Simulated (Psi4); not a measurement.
# As2 (SMILES [As]#[As]): a chain of runs

Aim: a structure relaxation (B97-3c/def2-mTZVP), then vibrational wavenumbers, then the energy (CCSD(T)/cc-pVDZ) of As2. 

Program for the calculation: Psi4 1.11.

## (1) The system as given

The species is As2 (2 atoms), meant as a singlet with charge 0. SMILES: `[As]#[As]`. All atoms were displaced at random from a relaxed shape. The run starts from this shape.

Bond lengths: As1–As2 1.961 Å.

## (2) A structure relaxation at B97-3c/def2-mTZVP (density fitting) (run 1)

job.in reads:

```
memory 1600 mb

molecule geom {
  As    -0.00668207    -0.03351618     0.09228289
  As     0.01041617     0.01288982     3.79779204
  units au
}

set geom_maxiter 60

E, wfn = optimize("b97-3c", return_wfn=True)
```

On the command line:

```console
$ psi4 -n 1 job.in job.out
```

job.out:

```text
[...]
  Running in d2h symmetry.
[...]
  Nuclear repulsion =  293.860567362854624
[...]
  Multiplicity = 1
[...]
  Nalpha       = 33
  Nbeta        = 33
[...]
    Number of basis functions: 72
[...]
   @DF-RKS iter   1: -4470.84934012567919   -3.47326e+00   1.32980e-01 ADIIS
[...]
   @DF-RKS iter   6: -4473.33892527794978    9.09495e-13   1.91259e-09 DIIS
[...]
  @DF-RKS Final Energy: -4473.33892527794978
   => Energetics <=
    Nuclear Repulsion Energy =            275.1614866843084428
    One-Electron Energy =               -6780.9721083009362701
    Two-Electron Energy =                2200.3188502345187771
    DFT Exchange-Correlation Energy =    -167.8334710851324587
    Empirical Dispersion Energy =          -0.0136828107088076
    VV10 Nonlocal Energy =                  0.0000000000000000
    Total Energy =                      -4473.3389252779497838
[...]
 Multipole Moments:
 ------------------------------------------------------------------------------------
     Multipole            Electronic (a.u.)      Nuclear  (a.u.)        Total (a.u.)
 ------------------------------------------------------------------------------------
 L = 1.  Multiply by 2.5417464519 to convert [e a0] to [Debye]
 Dipole X            :          0.0000000            0.0000000            0.0000000
 Dipole Y            :          0.0000000            0.0000000            0.0000000
 Dipole Z            :          0.0000000            0.0000000            0.0000000
 Magnitude           :                                                    0.0000000
[...]
  -Total Gradient:
     Atom            X                  Y                   Z
    ------   -----------------  -----------------  -----------------
       1        0.000000000000     0.000000000000     0.000128567979
       2        0.000000000000     0.000000000000    -0.000128567979
[...]
    Final optimized geometry and variables:
    Molecular point group: d2h
    Full point group: D_inf_h
    Geometry (in Bohr), charge = 0, multiplicity = 1:
    AS           0.000000000000     0.000000000000    -1.978837978240
    AS           0.000000000000     0.000000000000     1.978837978240
    Psi4 run time: 0:00:08.75
[...]
```

The script printed:

```text
Optimizer: Optimization complete!
```

Wall time 9.6 s (1 thread of Intel Xeon 6975P-C (Granite Rapids), shared host); peak memory 0.36 GiB.

Step by step:

```tsv
step	energy from the first frame kept (eV)	largest force (eV/Å)
0	0.0000	4.7913
1	-0.2879	0.4096
2	-0.2908	0.1015
3	-0.2910	0.0258
4	-0.2910	0.0066
```

After the run. Bond lengths: As1–As2 2.094 Å.

## (3) The harmonic vibrations at B97-3c/def2-mTZVP (density fitting) (run 2)

input.in reads:

```
memory 1600 MB

molecule {
  0 1
  As    -0.00726222    -0.03509221    -0.03362390
  As     0.01099632     0.01446585     3.92369882
  units bohr
}

set globals {
  reference rks
  t 298.15
  rotational_symmetry_number 2
}

energy_value, wavefunction = freq('b97-3c', return_wfn=True)
```

On the command line:

```console
$ psi4 input.in input.out -n 1
```

input.out:

```text
[...]
  Running in d2h symmetry.
[...]
  Nuclear repulsion =  275.161543696507977
[...]
  Multiplicity = 1
[...]
  Nalpha       = 33
  Nbeta        = 33
[...]
    Number of basis functions: 72
[...]
   @DF-RKS iter   1: -4470.89511466155091   -3.74395e+00   1.32548e-01 ADIIS
[...]
  Running in c2h symmetry.
[...]
   @DF-RKS iter   9: -4473.33892527735043    9.09495e-13   1.33143e-09 DIIS
[...]
  @DF-RKS Final Energy: -4473.33892527735043
   => Energetics <=
    Nuclear Repulsion Energy =            275.1615378345805993
    One-Electron Energy =               -6780.9722143575127120
    Two-Electron Energy =                2200.3189054403183036
    DFT Exchange-Correlation Energy =    -167.8334713747502747
    Empirical Dispersion Energy =          -0.0136828199865004
    VV10 Nonlocal Energy =                  0.0000000000000000
    Total Energy =                      -4473.3389252773504268
[...]
 Multipole Moments:
 ------------------------------------------------------------------------------------
     Multipole            Electronic (a.u.)      Nuclear  (a.u.)        Total (a.u.)
 ------------------------------------------------------------------------------------
 L = 1.  Multiply by 2.5417464519 to convert [e a0] to [Debye]
 Dipole X            :          0.0000000            0.0000000            0.0000000
 Dipole Y            :          0.0000000            0.0000000            0.0000000
 Dipole Z            :          0.0000000            0.0000000            0.0000000
 Magnitude           :                                                    0.0000000
[...]
  -Total Gradient:
     Atom            X                  Y                   Z
    ------   -----------------  -----------------  -----------------
       1        0.000000000000     0.000000026566     0.000128702551
       2        0.000000000000    -0.000000026566    -0.000128702551
[...]
  ==> Harmonic Vibrational Analysis <==
[...]
  Freq [cm^-1]                 440.2827
[...]
  IR activ [km/mol]             0.0000
[...]
  Total E_0, Enthalpy at 0 [K]                                                        -4473.33792224 [Eh]
[...]
  Total H, Enthalpy at  298.15 [K]                                                    -4473.33434540 [Eh]
[...]
  Total G, Gibbs energy at  298.15 [K]                                                -4473.36165747 [Eh]
[...]
```

The script printed:

```text
Warning: used thermodynamics relations inappropriate for low-frequency modes: ['440.2827']
```

It took 11 s on 1 thread of Intel Xeon 6975P-C (Granite Rapids), shared host; peak memory 0.39 GiB.

## (4) The energy at CCSD(T)/cc-pVDZ (run 3)

input.in reads:

```
memory 1.6 GB

molecule system {
  0 1
  As    -0.003843    -0.018570    -0.017793
  As     0.005819     0.007655     2.076332
  units angstrom
}

set {
  basis cc-pVDZ
  scf_type pk
  freeze_core true
}

energy_value = energy('ccsd(t)')
print_variables()
```

On the command line:

```console
$ psi4 input.in input.out -n 1
```

input.out:

```text
[...]
  Running in d2h symmetry.
[...]
  Nuclear repulsion =  275.161543519819304
[...]
  Multiplicity = 1
[...]
  Nalpha       = 33
  Nbeta        = 33
[...]
    Number of basis functions: 54
[...]
   @RHF iter   1: -4467.84524821539708   -7.38425e+00   5.05731e-02 DIIS/ADIIS
[...]
   @RHF iter  10: -4468.34756854888747    0.00000e+00   8.18981e-10 DIIS
[...]
    Orbital Energies [Eh]
    ---------------------
    Doubly Occupied:
       1B1u -432.652845     1Ag  -432.652844     2B1u  -56.371355
       2Ag   -56.371348     1B2g  -50.217566     1B3g  -50.217566
       1B2u  -50.217565     1B3u  -50.217565     3B1u  -50.216450
       3Ag   -50.216448     4Ag    -8.064794     4B1u   -8.064560
       2B3u   -5.917071     2B2u   -5.917071     2B3g   -5.916890
       2B2g   -5.916890     5Ag    -5.915508     5B1u   -5.914109
       6Ag    -2.147452     1B1g   -2.143147     7Ag    -2.143147
       1Au    -2.142185     6B1u   -2.142185     3B3u   -2.142100
       3B2u   -2.142100     3B2g   -2.136289     3B3g   -2.136289
       7B1u   -2.132420     8Ag    -0.862757     8B1u   -0.606106
       9Ag    -0.376832     4B2u   -0.339390     4B3u   -0.339390
[...]
  @RHF Final Energy: -4468.34756854888747
   => Energetics <=
    Nuclear Repulsion Energy =            275.1615435198193040
    One-Electron Energy =               -6777.1977593143710692
    Two-Electron Energy =                2033.6886472456649244
    Total Energy =                      -4468.3475685488865565
[...]
 Multipole Moments:
 ------------------------------------------------------------------------------------
     Multipole            Electronic (a.u.)      Nuclear  (a.u.)        Total (a.u.)
 ------------------------------------------------------------------------------------
 L = 1.  Multiply by 2.5417464519 to convert [e a0] to [Debye]
 Dipole X            :          0.0000000            0.0000000            0.0000000
 Dipole Y            :          0.0000000            0.0000000            0.0000000
 Dipole Z            :          0.0000000            0.0000000            0.0000000
 Magnitude           :                                                    0.0000000
[...]
      * MP2 total energy                      = -4468.590936170840905
[...]
      * CCSD total energy                     = -4468.601500465986646
[...]
      * CCSD(T) total energy                  = -4468.616228423077700
[...]
```

Wall time 21 s (1 thread of Intel Xeon 6975P-C (Granite Rapids), shared host); peak memory 0.4 GiB.

## (5) Results

| quantity | value |
| --- | --- |
| run 1, B97-3c/def2-mTZVP: total energy at the end | -4473.33893 Eh |
| run 1, B97-3c/def2-mTZVP: dipole moment | 0.00 D |
| run 1, B97-3c/def2-mTZVP: HOMO energy | -6.52 eV |
| run 1, B97-3c/def2-mTZVP: LUMO energy | -3.34 eV |
| run 1, B97-3c/def2-mTZVP: HOMO–LUMO gap | 3.17 eV |
| run 1, B97-3c/def2-mTZVP: bond length | 2.094 Å |
| run 2, B97-3c/def2-mTZVP: harmonic wavenumber | 440 cm⁻¹ |
| run 2, B97-3c/def2-mTZVP: zero-point energy | 2.6 kJ/mol |
| run 2, B97-3c/def2-mTZVP: ideal-gas entropy at 298.15 K (symmetry number 2 as used) | 57.5 cal/(mol K) |
| run 3, CCSD(T)/cc-pVDZ: total energy | -4468.61623 Eh |
| run 3, CCSD(T)/cc-pVDZ: HOMO energy (Hartree–Fock orbitals) | -9.24 eV |
| run 3, CCSD(T)/cc-pVDZ: LUMO energy (Hartree–Fock orbitals) | 0.41 eV |
| run 3, CCSD(T)/cc-pVDZ: HOMO–LUMO gap (Hartree–Fock orbitals) | 9.64 eV |
| run 3, CCSD(T)/cc-pVDZ: correlation energy (18 core orbitals frozen) | -268.7 mEh |
| run 3, CCSD(T)/cc-pVDZ: (T) correction | -14.73 mEh |
| run 3, CCSD(T)/cc-pVDZ: T1 diagnostic | 0.010 |

What this shows: The optimisation (run 1, B97-3c/def2-mTZVP) took 5 steps and changed the energy by -0.291 eV. The one mode (run 2, B97-3c/def2-mTZVP) is real, so the shape is a minimum at this level. The triples (run 3, CCSD(T)/cc-pVDZ) make up 5.5 % of the correlation energy.
